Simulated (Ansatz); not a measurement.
# Al2ClH5O2: the cost of one run

Method: RKS B3LYP/6-31G*, in Ansatz 0.2.0.

## (1) The system as given

Bond lengths: Al1–Cl2 2.580 Å, Al1–H3 1.560 Å, Al1–O4 1.780 Å, O4–H5 1.010 Å, Al1–O6 2.080 Å, O6–Al7 1.780 Å, Al7–H8 1.560 Å, Al7–H9 1.560 Å. Angles: Cl2–Al1–H3 120.0°, Cl2–Al1–O4 120.0°, Cl2–Al1–O6 71.6°, H3–Al1–O4 120.0°, H3–Al1–O6 105.4°, O4–Al1–O6 92.8°, Al1–O4–H5 109.5°, Al1–O6–Al7 125.0°, O6–Al7–H8 120.0°, O6–Al7–H9 120.0°, H8–Al7–H9 120.0°.

As a file:

```xyz
10

Al    0.0000    0.0000    0.0000
Cl    0.0000    0.0000    2.5800
H     1.3510    0.0000   -0.7800
O    -1.5415    0.0000   -0.8900
H    -2.0512   -0.8467   -0.6815
O    -0.2602    1.9567    0.6559
Al   -1.7608    2.8990    0.4873
H    -3.0134    2.2572   -0.1857
H    -1.8235    4.3665    1.0126
H    -0.1860    1.3988    1.8287
```

## (2) Pulling towards end A

Springs on the bonds that form and break draw the guess towards this end; the thresholds are loose.

The input, input.yaml:

```yaml
crystal:
  periodic: [false, false, false]
  atoms:
    - { symbol: Al, position_ang: [0.0, 0.0, 0.0] }
    - { symbol: Cl, position_ang: [0.0, 0.0, 2.58] }
    - { symbol: H, position_ang: [1.351, 0.0, -0.78] }
    - { symbol: O, position_ang: [-1.5415, 0.0, -0.89] }
    - { symbol: H, position_ang: [-2.0512, -0.8467, -0.6815] }
    - { symbol: O, position_ang: [-0.2602, 1.9567, 0.6559] }
    - { symbol: Al, position_ang: [-1.7608, 2.899, 0.4873] }
    - { symbol: H, position_ang: [-3.0134, 2.2572, -0.1857] }
    - { symbol: H, position_ang: [-1.8235, 4.3665, 1.0126] }
    - { symbol: H, position_ang: [-0.186, 1.3988, 1.8287] }
basis:
  gaussian: { orbitals: "6-31G*" }
hamiltonian:
  xc: b3lyp
relax:
  f_tol: 0.15
  max_steps: 25
  restrain:
    - { distance: [0, 5], at: 2.98, k: 30.0 }
    - { distance: [9, 1], at: 2.57, k: 30.0 }
    - { distance: [0, 1], at: 2.23, k: 30.0 }
    - { distance: [9, 5], at: 1.01, k: 30.0 }
```

Run with:

```bash
$ ansatz run input.yaml --threads 2 --pin off --max-ram 3072MiB --backend cpu --events-out ev --progress --plain --runs-dir out
```

What time and memory should one allow on 2 threads of Arm Neoverse V1, shared host?

About 58 s, with a peak of 0.21 GiB.
